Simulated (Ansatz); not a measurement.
# WC+ (sextet): wave-function methods side by side, def2-QZVPP

An exercise on one series of results from a longer session: the logs are not shown, and one member is left open.

Program: Ansatz 0.2.0, Gaussian basis. Level of theory: def2-QZVPP, core rule «outside noble gas», up to 5 orbitals frozen. These are calculated values, not measurements.

To be run: UHF; ROHF; CCSD(T) on UHF.

### The geometry

The geometry is a PBE0/def2-TZVP stationary point (not a proven minimum). No spin-orbit coupling is included. Elements past krypton take def2 core potentials.

2 atoms, charge 1, spin multiplicity 6.

Atoms are counted from 1 here; the program's logs count them from 0.

Bond lengths: W1–C2 1.838 Å.

The first run:

Input file in.yaml:

```yaml
crystal:
  periodic: [false, false, false]
  atoms:
    - {symbol: W, position_ang: [0.000000, 0.000000, 0.000000]}
    - {symbol: C, position_ang: [0.000000, 0.000000, 1.837600]}
basis:
  gaussian: {orbitals: "def2-QZVPP.json"}
total_charge: 1
magnetization: {spin_polarized: true, initial_magnetization: 5}
hamiltonian: {xc: hf}
output: {orbitals: {seedname: orbitals}}
```

Command:

```sh
> ansatz run in.yaml --threads 1 --pin off --events-out ev --progress --plain --max-ram 2816MiB --backend cpu
```

Among the steps run: UHF; ROHF; CCSD(T) on UHF.

One of the session's tables, all rows but one given; the rest of the session is left out.

It belongs to the step «Misses and costs». 

```
  method  from UCCSD(T) (kcal/mol)
    ROHF                         ?
     UHF                   +156.40
    UMP2                    +33.88
   UCCSD                     +9.99
UCCSD(T)                         0
```

Q: Estimate the row for ROHF from the others.

As computed: from UCCSD(T) (kcal/mol): +170.83. In the column «from UCCSD(T) (kcal/mol)» it is the highest.

Limits of these values: The determinant of HF (⟨S²⟩ 9.26) is far from a pure spin state, so its energy mixes those of several spin states; that is harmless only where they are near-degenerate. The determinant of CCSD(T) (⟨S²⟩ 9.26) is far from a pure spin state, so its energy mixes those of several spin states; high orders of coupled cluster remove much of that, low ones don't.
